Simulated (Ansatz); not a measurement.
# Sr2BiC3: the cost of one run

Program: Ansatz 0.2.0. Level of theory: DFT PBE, scalar-relativistic, plane waves, PAW. These are calculated values, not measurements.

## Step 1: The system as given

It takes space group P6/mmm (No. 191, hexagonal). Conventional cell: a = 6.046 Å, b = 6.046 Å, c = 3.682 Å, α = 90.00°, β = 90.00°, γ = 120.00°. Around Sr (site symmetry -6m2) lie 6 C at 2.54 Å. Bi (site symmetry 6/mmm) has 6 Sr at 3.49 Å and 12 C at 3.54 Å and 2 Bi at 3.68 Å in its first shell of neighbours. C (site symmetry mmm) is surrounded by 4 Sr at 2.54 Å and 4 Bi at 3.54 Å.

As a file:

```cif
data_structure
_symmetry_space_group_name_H-M 'P 1'
_symmetry_Int_Tables_number 1
_cell_length_a 6.0461
_cell_length_b 6.0461
_cell_length_c 3.6816
_cell_angle_alpha 90.000
_cell_angle_beta 90.000
_cell_angle_gamma 120.000
_cell_volume 116.55
loop_
_atom_site_label
_atom_site_type_symbol
_atom_site_fract_x
_atom_site_fract_y
_atom_site_fract_z
_atom_site_occupancy
Sr1 Sr 0.33333 0.66667 0.00000 1
Sr2 Sr 0.66667 0.33333 0.00000 1
Bi1 Bi 0.00000 0.00000 0.00000 1
C1 C 0.50000 0.00000 0.50000 1
C2 C 0.50000 0.50000 0.50000 1
C3 C 0.00000 0.50000 0.50000 1
```

(A quick probe on a coarse mesh, which set the mesh and smearing, is not shown.)

## Step 3: Rough relaxation on the coarse mesh

Contents of input.yaml:

```yaml
crystal:
  lattice:
    - [6.0460666255, 0.0, 0.0]
    - [-3.0230333127, 5.2360472906, 0.0]
    - [0.0, 0.0, 3.6815580841]
  atoms:
    - { symbol: Sr, position: [0.3333333333, 0.6666666667, 0.0] }
    - { symbol: Sr, position: [0.6666666667, 0.3333333333, 0.0] }
    - { symbol: Bi, position: [0.0, 0.0, 0.0] }
    - { symbol: C, position: [0.5, 0.0, 0.5] }
    - { symbol: C, position: [0.5, 0.5, 0.5] }
    - { symbol: C, position: [0.0, 0.5, 0.5] }
basis:
  ecutwfc: 420
kpoints:
  mp_grid: { grid: [3, 3, 6] }
hamiltonian:
  xc: pbe
scf:
  occupations: { method: gaussian, width: 0.1 }
  lower_state_search: "off"
output:
  forces: true
  stress: true
  eigenvalues: true
relax:
  adjacent_minimum: "off"
  f_tol: 0.04
  max_steps: 70
  cell: { stress_tol: 0.4 }
```

Launch:

```sh
ansatz run input.yaml --threads 1 --pin off --max-ram 2560MiB --backend cpu --events-out ev --progress --plain --runs-dir out
```

What time and memory should one allow on 1 thread of Arm Neoverse V2, shared host?

About 30 s, with a peak of 0.38 GiB.
